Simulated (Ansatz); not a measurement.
# Ti3W: one candidate of a structure search

Where does this trial cell of Ti3W go when cell and atoms are let free?

Computed with Ansatz 0.2.0 (DFT PBE, scalar-relativistic, plane waves, PAW, unless a step's input says otherwise).

2 further runs of the same task are left out: 1 that didn't finish, 1 set aside as unsound or not needed.

## (1) The system as given

The structure is cubic, space group Pm-3m (No. 221). The conventional cell has a = 3.918 Å, b = 3.918 Å, c = 3.918 Å, α = 90.00°, β = 90.00°, γ = 90.00°. Ti (site symmetry 4/mmm) is surrounded by 8 Ti at 2.77 Å and 4 W at 2.77 Å. W (site symmetry m-3m) is surrounded by 12 Ti at 2.77 Å.

Coordinates:

```cif
data_structure
_symmetry_space_group_name_H-M 'P 1'
_symmetry_Int_Tables_number 1
_cell_length_a 3.9176
_cell_length_b 3.9176
_cell_length_c 3.9176
_cell_angle_alpha 90.000
_cell_angle_beta 90.000
_cell_angle_gamma 90.000
_cell_volume 60.12
loop_
_atom_site_label
_atom_site_type_symbol
_atom_site_fract_x
_atom_site_fract_y
_atom_site_fract_z
_atom_site_occupancy
Ti1 Ti 0.50000 0.00000 0.50000 1
Ti2 Ti 0.00000 0.50000 0.50000 1
Ti3 Ti 0.50000 0.50000 0.00000 1
W1 W 0.00000 0.00000 0.00000 1
```

The start is an ordering of an alloy on its end members' structure types: elements ordered on the sites of the Pd type, Ti/W on Pd (Pm-3m, No. 221).

## (2) Probe: one point on a coarse mesh

input.yaml

```yaml
crystal:
  lattice:
    - [3.91757752, 0.0, 0.0]
    - [0.0, 3.91757752, 0.0]
    - [0.0, 0.0, 3.91757752]
  atoms:
    - { symbol: Ti, position: [0.5, 0.0, 0.5] }
    - { symbol: Ti, position: [0.0, 0.5, 0.5] }
    - { symbol: Ti, position: [0.5, 0.5, 0.0] }
    - { symbol: W, position: [0.0, 0.0, 0.0] }
basis:
  ecutwfc: 420
kpoints:
  mp_grid: { grid: [4, 4, 4] }
hamiltonian:
  xc: pbe
scf:
  occupations: { method: gaussian, width: 0.1 }
  lower_state_search: "off"
output:
  forces: true
  stress: true
  eigenvalues: true
```

Command:

```sh
> ansatz run input.yaml --threads 1 --pin off --max-ram 2560MiB --backend cpu --events-out ev --progress --plain --runs-dir out
```

Further runs follow: coarse relaxation; spin check on a coarse mesh; relaxation on the finer mesh.

**Question.** What will these runs give? Wanted: conventional cell; volume; energy over the elements; gap on the mesh.

As calculated:

| quantity | value |
| --- | --- |
| symmetry at the end (tolerance 0.05 Å) | space group Pm-3m (No. 221) |
| conventional cell | a = 4.066 Å, b = 4.066 Å, c = 4.066 Å, α = 90.00°, β = 90.00°, γ = 90.00° |
| volume | 16.81 Å³/atom |
| energy over the elements | +0.16 eV/atom |
| gap on the mesh | none (metal) |

**Reading.** The space group Pm-3m (No. 221) is kept, and the volume per atom grows by 11.8 % from the first guess. With a positive formation energy it can't be a ground state. No finished test with a distortion of lower symmetry is shown, so the end may be a saddle point. The runs treat W without spin-orbit coupling. Other magnetic orders were not searched.
